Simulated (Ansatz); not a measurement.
# CH3BClN: the cost of one run

Method: RHF/def2-SVP, in Ansatz 0.2.0.

## (1) Starting point

Bond lengths: N1–C2 1.429 Å, C2–B3 1.396 Å, B3–Cl4 1.653 Å, N1–H5 1.012 Å, N1–H6 1.014 Å, C2–H7 1.087 Å. Angles: N1–C2–B3 131.4°, N1–C2–H7 111.0°, B3–C2–H7 117.6°, C2–N1–H5 111.5°, C2–N1–H6 111.6°, H5–N1–H6 109.2°, C2–B3–Cl4 172.3°.

Structure file:

```xyz
7

N    -0.2742    1.2195    0.0935
C     0.3466   -0.0557    0.2703
B     0.2444   -1.2413   -0.4592
Cl    0.3414   -2.6221   -1.3634
H    -0.9855    1.1899   -0.6261
H    -0.6858    1.5582    0.9566
H     1.0131   -0.0485    1.1283
```

## (2) End point A

The input, input.yaml:

```yaml
crystal:
  periodic: [false, false, false]
  atoms:
    - { symbol: "N", position_ang: [-0.27424, 1.2195, 0.0935] }
    - { symbol: C, position_ang: [0.34657, -0.05567, 0.27028] }
    - { symbol: B, position_ang: [0.24444, -1.24131, -0.45923] }
    - { symbol: Cl, position_ang: [0.34144, -2.62209, -1.36344] }
    - { symbol: H, position_ang: [-0.98554, 1.18987, -0.6261] }
    - { symbol: H, position_ang: [-0.68582, 1.55821, 0.95664] }
    - { symbol: H, position_ang: [1.01315, -0.04852, 1.12835] }
basis:
  gaussian: { orbitals: def2-SVP }
hamiltonian:
  xc: hf
relax:
  f_tol: 0.02
  max_steps: 50
output:
  orbitals: {}
```

Run with:

```sh
$ ansatz run input.yaml --threads 1 --pin off --max-ram 2048MiB --backend cpu --events-out ev --progress --plain --runs-dir out
```

**Question.** How long does this run take on 1 thread of Intel Xeon Platinum 8259CL at 2.50GHz (Skylake/Cascade Lake), shared host, and how much memory does it need?

About 15 s, with a peak of 0.16 GiB.
